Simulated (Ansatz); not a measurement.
# ClF5H2OW: the cost of one run

All numbers below are computed with Ansatz 0.2.0 (RKS PBE/def2-SVP).

**1. The starting structure**

Bond lengths: W1–O2 2.290 Å, O2–H3 1.010 Å, W1–F4 1.850 Å, W1–F5 1.850 Å, W1–Cl6 2.390 Å, W1–F7 1.850 Å, W1–F8 1.850 Å, W1–F9 2.150 Å, Cl6–F9 1.734 Å, W1–H10 2.248 Å. Angles (14 of 31 angles, heavy atoms first): O2–W1–F4 90.0°, O2–W1–F5 90.0°, O2–W1–Cl6 90.0°, O2–W1–F7 90.0°, O2–W1–F8 180.0°, O2–W1–F9 71.6°, F4–W1–F5 90.0°, F4–W1–Cl6 180.0°, F4–W1–F7 90.0°, F4–W1–F8 90.0°, F4–W1–F9 135.5°, F5–W1–Cl6 90.0°, F5–W1–F7 180.0°, F5–W1–F8 90.0°.

As a file:

```xyz
10

W     0.0000    0.0000    0.0000
O     0.0000    0.0000    2.2900
H    -0.9095   -0.2814    2.6271
F     1.8500    0.0000    0.0000
F     0.0000    1.8500    0.0000
Cl   -2.3900    0.0000    0.0000
F     0.0000   -1.8500    0.0000
F     0.0000    0.0000   -1.8500
F    -1.5327    1.3467    0.6779
H    -1.0029    0.8812    1.8084
```

**2. Pulling towards end A**

Springs on the bonds that form and break draw the guess towards this end; the thresholds are loose.

The input, input.yaml:

```yaml
crystal:
  periodic: [false, false, false]
  atoms:
    - { symbol: W, position_ang: [0.0, 0.0, 0.0] }
    - { symbol: O, position_ang: [0.0, 0.0, 2.29] }
    - { symbol: H, position_ang: [-0.9095, -0.2814, 2.6271] }
    - { symbol: F, position_ang: [1.85, 0.0, 0.0] }
    - { symbol: F, position_ang: [0.0, 1.85, 0.0] }
    - { symbol: Cl, position_ang: [-2.39, 0.0, 0.0] }
    - { symbol: F, position_ang: [0.0, -1.85, 0.0] }
    - { symbol: F, position_ang: [0.0, 0.0, -1.85] }
    - { symbol: F, position_ang: [-1.5327, 1.3467, 0.6779] }
    - { symbol: H, position_ang: [-1.0029, 0.8812, 1.8084] }
basis:
  gaussian: { orbitals: def2-SVP }
hamiltonian:
  xc: pbe
relax:
  f_tol: 0.15
  max_steps: 25
  restrain:
    - { distance: [0, 8], at: 3.05, k: 30.0 }
    - { distance: [9, 1], at: 2.21, k: 30.0 }
    - { distance: [0, 1], at: 1.94, k: 30.0 }
    - { distance: [9, 8], at: 0.92, k: 30.0 }
output:
  orbitals: {}
```

Run with:

```console
> ansatz run input.yaml --threads 4 --pin off --max-ram 5120MiB --backend cpu --events-out ev --progress --plain --runs-dir out
```

What time and memory should one allow on 4 threads of Arm Neoverse V1, shared host?

About 58 s, with a peak of 0.22 GiB.
